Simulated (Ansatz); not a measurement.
# BFH₅NSi: basis-set convergence

Aim: see how fast density functionals converge with the basis set for BFH₅NSi.

The runs use Ansatz 0.2.0, Gaussian basis; one geometry, several basis sets.

Levels to be run: PBE0-D4/def2-SVP; ωB97M-V/def2-SVP; PBE0-D4/def2-QZVPP; ωB97M-V/def2-QZVPP; the functionals' def2-TZVPP values are taken from earlier runs.

### 1 The geometry

All runs share one geometry, relaxed beforehand with PBE0-D4 in a triple-zeta def2 set.

SMILES `BN[SiH2]F`, 9 atoms, charge 0, spin multiplicity 1.

Atoms are counted from 1 here; the program's logs count them from 0.

Bond lengths: B1–N2 1.404 Å, B1–H5 1.197 Å, B1–H6 1.196 Å, N2–Si3 1.727 Å, N2–H7 1.011 Å, Si3–F4 1.598 Å, Si3–H8 1.480 Å, Si3–H9 1.475 Å. Angles: N2–B1–H5 118.6°, N2–B1–H6 119.8°, H5–B1–H6 121.6°, B1–N2–Si3 125.5°, B1–N2–H7 117.1°, Si3–N2–H7 117.4°, N2–Si3–F4 110.7°, N2–Si3–H8 109.5°, N2–Si3–H9 108.4°, F4–Si3–H8 106.2°, F4–Si3–H9 108.2°, H8–Si3–H9 113.8°.

### 2 PBE0-D4 in def2-SVP

in.yaml

```yaml
crystal:
  periodic: [false, false, false]
  atoms:
    - {symbol: B, position_ang: [-0.223195, 1.530790, -0.028202]}
    - {symbol: N, position_ang: [-0.363176, 0.233374, 0.488712]}
    - {symbol: Si, position_ang: [0.369412, -1.189481, -0.159590]}
    - {symbol: F, position_ang: [-0.683160, -2.019167, -1.029140]}
    - {symbol: H, position_ang: [0.469623, 1.693047, -0.990995]}
    - {symbol: H, position_ang: [-0.787997, 2.444810, 0.498113]}
    - {symbol: H, position_ang: [-0.956134, 0.123159, 1.300242]}
    - {symbol: H, position_ang: [0.784990, -2.080613, 0.946888]}
    - {symbol: H, position_ang: [1.478136, -0.782319, -1.043128]}
basis:
  gaussian: {orbitals: def2-SVP}
hamiltonian: {xc: pbe0, dispersion: d4}
output: {orbitals: {seedname: orbitals}}
```

Run with:

```console
ansatz run in.yaml --threads 2 --pin off --events-out ev --progress --plain --max-ram 4352MiB
```

After this run come: ωB97M-V in def2-SVP; PBE0-D4 in def2-QZVPP; ωB97M-V in def2-QZVPP.

Q: Predict the results of all the runs planned. Wanted: PBE0-D4: double and triple zeta above quadruple; ωB97M-V: double and triple zeta above quadruple.

**Answer**, as computed:

```
                                       quantity          value
PBE0-D4: double and triple zeta above quadruple  9.55, 0.58 eV
ωB97M-V: double and triple zeta above quadruple  9.72, 0.53 eV
```

For PBE0-D4 the step from double to triple zeta gains 8.98 eV and the next only 0.58 eV. Total energies overstate the basis error of differences, where much of it tends to cancel. The LUMO of ωB97M-V is positive and keeps falling with the basis (1.79 to 1.19 eV): an unbound level that the basis holds in place.
